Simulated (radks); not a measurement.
**Ionisation energy and size from Zr to Sb**

The task here is to estimate one member of a computed series from the others.

Method: Dirac Kohn-Sham, PBE, spin-unpolarised, spherical densities, finite nucleus; open shells fill j = l - 1/2 first. Code: radks (a radial shooting solver on a logarithmic mesh, Libxc functionals) version 1.

**Starting point**

* species: Zr, Nb, Mo, Tc, Ru, Rh, Pd, Ag, Cd, In, Sn, Sb
* runs: 24, each species and its next ion

The first run:

The run's settings:

```text
Z 40
configuration [Kr] 4d2 5s2
relativity Dirac
functional pbe,pbe
spin unpolarised
j_filling energy
nucleus finite rms 4.2694 fm
c 137.035999084
```

Among the steps run: Zr, [Kr] 4d2 5s2.

One of the session's tables, all rows but one given; the rest of the session is left out.

Sizes of the orbitals, from the radial functions (bohr):

| level | <r> | outermost maximum (interpolated) | 90 % within | nodes |
| --- | --- | --- | --- | --- |
| 3d3/2 | 0.4505 | 0.346 | 0.725 | 0 |
| 3d5/2 | 0.4540 | 0.349 | 0.730 | 0 |
| 4s1/2 | ? | ? | ? | ? |
| 4p1/2 | 1.348 | 1.16 | 2.01 | 2 |
| 4p3/2 | 1.379 | 1.19 | 2.05 | 2 |
| 5s1/2 | 3.733 | 3.16 | 5.55 | 4 |
| 4d3/2 | 2.286 | 1.59 | 3.80 | 1 |
| 4d5/2 | 2.315 | 1.60 | 3.86 | 1 |

Q: Estimate the row for 4s1/2 from the others.

As computed: <r>: 1.213; outermost maximum (interpolated): 1.08; 90 % within: 1.77; nodes: 3. In the column «<r>» it lies between 3d5/2 (0.4540) and 4p1/2 (1.348).

To keep in mind: For Zr, Nb, Mo the highest level isn't the widest one, so −ε(HOMO) and <r> belong to different orbitals, and Δ-SCF follows the ion's typed configuration. Spin polarisation and multiplet splitting are left out, so open shells lie too high by an amount that depends on their filling.
